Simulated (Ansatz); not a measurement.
# WS (Pm-3m) in Ansatz: equation of state

Aim: energy against volume of WS in PBE, for its equilibrium volume and stiffness.

Everything below comes from runs of Ansatz 0.2.0. Logs are shortened: lines on timing, memory, paths and dates and some standing lists are left out, and cuts for length are marked.

**1. The structure**

The structure is cubic, space group Pm-3m (No. 221). Conventional cell: a = 3.008 Å, b = 3.008 Å, c = 3.008 Å, α = 90.00°, β = 90.00°, γ = 90.00°. W (site symmetry m-3m) has 8 S at 2.60 Å as nearest neighbours. S (site symmetry m-3m) is surrounded by 8 W at 2.60 Å.

The cell was built by a generator and needn't be a form met in nature.

**2. Single point, PBE, 12.79 Å³/atom (volume scaled by 0.94)**

Contents of input.yaml:

```yaml
crystal:
  lattice:
    - [2.9464872605, 0.0, 0.0]
    - [0.0, 2.9464872605, 0.0]
    - [0.0, 0.0, 2.9464872605]
  atoms:
    - { symbol: W, position: [0.5, 0.5, 0.5] }
    - { symbol: S, position: [0.0, 0.0, 0.0] }
hamiltonian:
  xc: pbe
  pseudopotentials: { kind: paw }
kpoints:
  mp_grid: { grid: [9, 9, 9] }
scf:
  occupations: { method: fermi_dirac, width: 0.05 }
output:
  forces: true
  stress: true
  eigenvalues: true
```

Potentials or basis: Ansatz PAW.

On the command line:

```
ansatz run input.yaml --threads 2 --pin off --max-ram 5632MiB --backend cpu --events-out ev --progress --plain --runs-dir out
```

Log:

```text
Warning: RAYON_NUM_THREADS=2 ignored (pool sized by the plan → 2); use --threads N
Engine: ansatz 0.2.0, aarch64-unknown-linux-gnu
Pseudopotentials: kind: paw
Pseudopotential: W, paw, valence charge 14, recommended cutoff 420 eV (normal), W.paw.azcp
Pseudopotential: S, paw, valence charge 6, recommended cutoff 420 eV (normal), S.paw.azcp
Functional definition: PBE
  parameter kappa = 0.804
  parameter beta = 0.06672455060314922
  exchange = pbe_x(kappa = kappa, mu = beta*pi^2/3)
  correlation = pbe_c(beta = beta)
Crystal: 2 atoms, lattice volume = 25.581 Å³
Basis set: ecut = 420 eV, 485 PW (Γ), exchange–correlation on 40×40×40 points (8 copies of the dense FFT grid, shifted against one another)
Bands: 14, of which v1, the nominal top of the filled ones, is band 10 counted from 1 (9 counted from 0)
Symmetry: 48 space group operations
Space group: Pm-3m (ITA 221), of the structure as read, at distance tolerance 2.9e-5 Å
k-points: 35 of 729
Non-local potential: W, projectors of the file, l = 0: 3, l = 1: 2, l = 2: 2, l = 3: 1
Non-local potential: S, projectors of the file, l = 0: 2, l = 1: 2, l = 2: 2
PAW form: soft (Blöchl's): semilocal exchange-correlation on the pseudo side does not see the compensation charge
PAW one-centre angular grid: W, 590 points (default); XC on 64 Gauss nodes
PAW one-centre angular grid: S, 110 points (default); XC on 64 Gauss nodes
Initial density: superposition of atomic densities (neutral atoms: chi_scale 0, normalization atom), corrected by the library's trained network
Initial wavefunctions: pseudopotential atomic-orbital guess
Functional: x = pbe(κ = 0.804, μ = 0.2195149727645171), c = pbe(β = 0.06672455060314922)
SCF iter   1: F=—  HF=-11286.364979 eV  |F-HF|=—  |Δ(HF+E_count)|=         —  Δρ=3.53e-3  dr2=1.35e-3  ethr=1.77e-3  ⟨swp⟩=5.1  Hψ=2824  notcnv=0
preconditioner: auto → none  [metal: Δε(μ)=0.028 eV  Ē_g=9.951 eV  σ=0.050 eV  W_gap=0.14  n_scr=6 (ndim 8)  ℏωp=25.4 eV  f_vac=0.000  D(μ)=1.74/eV (n_scr^D=18)  sad-step TF]
SCF iter   2: F=—  HF=-11286.364573 eV  |F-HF|=—  |Δ(HF+E_count)|=   4.06e-4  Δρ=2.12e-3  dr2=5.52e-4  ethr=6.77e-6  ⟨swp⟩=1.7  Hψ=836  notcnv=0
SCF iter   3: F=—  HF=-11286.365012 eV  |F-HF|=—  |Δ(HF+E_count)|=   4.39e-4  Δρ=1.61e-4  dr2=2.83e-6  ethr=2.76e-6  ⟨swp⟩=2.5  Hψ=669  notcnv=0
SCF iter   4: F=—  HF=-11286.365081 eV  |F-HF|=—  |Δ(HF+E_count)|=   6.92e-5  Δρ=2.83e-5  dr2=6.40e-8  ethr=1.41e-8  ⟨swp⟩=2.4  Hψ=721  notcnv=0
iter 5 did not close the SCF: its close was put off for the readings that it lacked (scf_convergence_deferred on its scf_iter line)
SCF iter   5: F=-11286.365081 eV  HF=-11286.365081 eV  |F-HF|=2.43e-9  |Δ(HF+E_count)|=   3.93e-7  Δρ=3.14e-6  dr2=3.20e-9  ethr=3.20e-10  ⟨swp⟩=2.1  Hψ=717  notcnv=0
SCF iter   6: F=-11286.365081 eV  HF=-11286.365081 eV  |F-HF|=1.46e-11  |Δ(HF+E_count)|=  6.97e-10  Δρ=7.13e-7  dr2=3.77e-11  ethr=1.60e-11  ⟨swp⟩=1.8  Hψ=1555  notcnv=0
SCF 1 converged in 6 iterations: F = -11286.365081 eV  dr2 = 3.77e-11
SCF converged after 6 iterations
Free energy (F): -11286.365081 eV
Harris-Foulkes:  -11286.365081 eV  (|F-HF|=1.46e-11)
Internal energy: -11286.351130 eV  (E = F + TS)
E sigma→0 (E₀):  -11286.358106 eV
Entropy (-TS):   -0.013951 eV (-6.976 meV/atom)
Fermi energy:    21.517384 eV
--- Per-component energies (eV) ---
  E_band       = -27.790162
  E_kinetic    = 569.329548
  E_local      = -668.077096  (includes V_loc(G=0)·N_el)
  E_nonlocal   = 29.503773
  E_hartree    = 252.239127
  E_xc         = -367.989063
  E_vxc        = -331.786713  (∫ρ·V_xc dr)
  E_paw        = -9163.693162  (= ΣΔE_a)
  E_vpaw       = -131.237783  (= ΣTr[D̂ρ^β])
  E_aug_tail   = -0.000052  (compensation charges beyond the density's cutoff)
  E_ewald      = -1937.664205
  E_smearing   = -0.013951  (= −TS)
  E_closure    = 0.000000  (closes the sum)
  Σ components = -11286.365081   (vs F -11286.365081, Δ=0.00e0)
--- Forces (eV/Å), atoms counted from 1 ---
  atom   1  W      0.00000000    -0.00000000     0.00000000
  atom   2  S     -0.00000000     0.00000000     0.00000000
  max |Σ_I F_I| component: 5.52e-30 eV/Å
--- Stress (GPa, compression-positive) ---
       17.799113      -0.000000       0.000000
        0.000000      17.799113       0.000000
        0.000000       0.000000      17.799113
  P = ⅓ Tr σ = 17.7991 GPa (177.991 kbar)
--- Band table (eV; the first three rows and the last of 35) ---
  k-point 0: bands = ["-52.7433", "-16.8774", "-16.8774", "-16.8774", "3.3771", "16.5419", "16.5419", "18.6533", "18.6533", "18.6533", "22.7905", "22.7905", "22.7905", "24.6692"]
  k-point 1: bands = ["-52.7404", "-16.9413", "-16.8716", "-16.8716", "3.5955", "15.8256", "16.6748", "18.3234", "18.3234", "18.8934", "22.8706", "23.1866", "23.1866", "25.4921"]
  k-point 2: bands = ["-52.7329", "-17.1003", "-16.8568", "-16.8568", "4.2099", "14.0626", "17.0442", "17.6433", "17.6433", "20.0784", "23.0835", "24.1233", "24.1233", "26.8760"]
  k-point 34: bands = ["-52.6717", "-17.2367", "-17.2340", "-17.2340", "8.1238", "12.2667", "12.2667", "12.7863", "22.9361", "23.2784", "23.2784", "26.3175", "26.3175", "28.0813"]
```

Wall time 0.54 s (2 threads of Arm Neoverse V1, shared host); peak memory 0.27 GiB.

Results:

| Item | Value |
| --- | --- |
| Free energy | -11286.3651 eV |
| Pressure | 17.8 GPa |
| Band gap on the k mesh | none (metal or under the smearing width) |

**3. Single point, PBE, 13.06 Å³/atom (volume scaled by 0.96)**

Edit input.yaml of step 2 so:

```diff
@@ -2,5 +2,5 @@
   lattice:
-    - [2.9464872605, 0.0, 0.0]
-    - [0.0, 2.9464872605, 0.0]
-    - [0.0, 0.0, 2.9464872605]
+    - [2.9672378545, 0.0, 0.0]
+    - [0.0, 2.9672378545, 0.0]
+    - [0.0, 0.0, 2.9672378545]
   atoms:
@@ -19 +19,5 @@
   eigenvalues: true
+  write_density: true
+  write_potential: true
+  elf: true
+  volumetric_format: npy
```

Potentials or basis: Ansatz PAW.

On the command line:

```
ansatz run input.yaml --threads 2 --pin off --max-ram 5632MiB --backend cpu --events-out ev --progress --plain --runs-dir out
```

Run time: 0.7 s. Hardware: 2 threads of Arm Neoverse V1, shared host; peak memory 0.28 GiB.

It converged, with:

```
Free energy            : -11286.4143 eV
Pressure               : 11.3 GPa
Band gap on the k mesh : none (metal or under the smearing width)
```

**4. Single point, PBE, 13.33 Å³/atom (volume scaled by 0.98)**

Contents of input.yaml:

```yaml
crystal:
  lattice:
    - [2.9877022105, 0.0, 0.0]
    - [0.0, 2.9877022105, 0.0]
    - [0.0, 0.0, 2.9877022105]
  atoms:
    - { symbol: W, position: [0.5, 0.5, 0.5] }
    - { symbol: S, position: [0.0, 0.0, 0.0] }
hamiltonian:
  xc: pbe
  pseudopotentials: { kind: paw }
kpoints:
  mp_grid: { grid: [9, 9, 9] }
scf:
  occupations: { method: fermi_dirac, width: 0.05 }
output:
  forces: true
  stress: true
  eigenvalues: true
```

On the command line:

```
ansatz run input.yaml --threads 2 --pin off --max-ram 5632MiB --backend cpu --events-out ev --progress --plain --runs-dir out
```

Wall time 0.54 s (2 threads of Arm Neoverse V1, shared host); peak memory 0.27 GiB.

The run converged. Its results:

```yaml
Free_energy: -11286.4427 eV
Pressure: 5.5 GPa
Band_gap_on_the_k_mesh: none (metal or under the smearing width)
```

**5. Single point, PBE, 13.61 Å³/atom**

Edit input.yaml of step 4 so:

```diff
@@ -2,5 +2,5 @@
   lattice:
-    - [2.9877022105, 0.0, 0.0]
-    - [0.0, 2.9877022105, 0.0]
-    - [0.0, 0.0, 2.9877022105]
+    - [3.00789, 0.0, 0.0]
+    - [0.0, 3.00789, 0.0]
+    - [0.0, 0.0, 3.00789]
   atoms:
```

On the command line:

```
ansatz run input.yaml --threads 2 --pin off --max-ram 5632MiB --backend cpu --events-out ev --progress --plain --runs-dir out
```

It took 0.62 s on 2 threads of Arm Neoverse V1, shared host; peak memory 0.28 GiB.

The run converged. Its results:

```yaml
Free_energy: -11286.4526 eV
Pressure: 0.4 GPa
Band_gap_on_the_k_mesh: none (metal or under the smearing width)
```

**6. Single point, PBE, 13.88 Å³/atom (volume scaled by 1.02)**

Edit input.yaml of step 5 so:

```diff
@@ -2,5 +2,5 @@
   lattice:
-    - [3.00789, 0.0, 0.0]
-    - [0.0, 3.00789, 0.0]
-    - [0.0, 0.0, 3.00789]
+    - [3.0278103819, 0.0, 0.0]
+    - [0.0, 3.0278103819, 0.0]
+    - [0.0, 0.0, 3.0278103819]
   atoms:
```

Potentials or basis: Ansatz PAW.

On the command line:

```
ansatz run input.yaml --threads 2 --pin off --max-ram 5632MiB --backend cpu --events-out ev --progress --plain --runs-dir out
```

Run time: 0.63 s. Hardware: 2 threads of Arm Neoverse V1, shared host; peak memory 0.28 GiB.

Results (log left out):

```yaml
Free_energy: -11286.4458 eV
Pressure: -4.3 GPa
Band_gap_on_the_k_mesh: none (metal or under the smearing width)
```

**7. Single point, PBE, 14.15 Å³/atom (volume scaled by 1.04)**

Edit input.yaml of step 6 so:

```diff
@@ -2,5 +2,5 @@
   lattice:
-    - [3.0278103819, 0.0, 0.0]
-    - [0.0, 3.0278103819, 0.0]
-    - [0.0, 0.0, 3.0278103819]
+    - [3.0474720392, 0.0, 0.0]
+    - [0.0, 3.0474720392, 0.0]
+    - [0.0, 0.0, 3.0474720392]
   atoms:
```

On the command line:

```
ansatz run input.yaml --threads 2 --pin off --max-ram 5632MiB --backend cpu --events-out ev --progress --plain --runs-dir out
```

Run time: 0.63 s. Hardware: 2 threads of Arm Neoverse V1, shared host; peak memory 0.28 GiB.

It converged, with:

```
Free energy            : -11286.4243 eV
Pressure               : -8.4 GPa
Band gap on the k mesh : none (metal or under the smearing width)
```

**8. Single point, PBE, 14.42 Å³/atom (volume scaled by 1.06)**

Edit input.yaml of step 7 so:

```diff
@@ -2,5 +2,5 @@
   lattice:
-    - [3.0474720392, 0.0, 0.0]
-    - [0.0, 3.0474720392, 0.0]
-    - [0.0, 0.0, 3.0474720392]
+    - [3.0668832124, 0.0, 0.0]
+    - [0.0, 3.0668832124, 0.0]
+    - [0.0, 0.0, 3.0668832124]
   atoms:
```

On the command line:

```
ansatz run input.yaml --threads 2 --pin off --max-ram 5632MiB --backend cpu --events-out ev --progress --plain --runs-dir out
```

Wall time 0.63 s (2 threads of Arm Neoverse V1, shared host); peak memory 0.28 GiB.

Results (log left out):

| Quantity | Value |
| --- | --- |
| Free energy | -11286.3895 eV |
| Pressure | -12.0 GPa |
| Band gap on the k mesh | none (metal or under the smearing width) |

**9. Equation of state, PBE**

Potentials or basis: Ansatz PAW.

No new run: the results of the series are fitted here.

What came out:

* Equilibrium volume: 13.63 Å³/atom
* Bulk modulus: 242 GPa
* Pressure derivative of the bulk modulus: 4.7

Energy against volume, from the lowest point:
```tsv
volume (Å³/atom)	energy (meV/atom)
12.790	43.76
13.063	19.13
13.335	4.93
13.607	0.00
13.879	3.38
14.151	14.17
14.423	31.56
```

Spin-orbit coupling is left out, which matters for the levels of W.
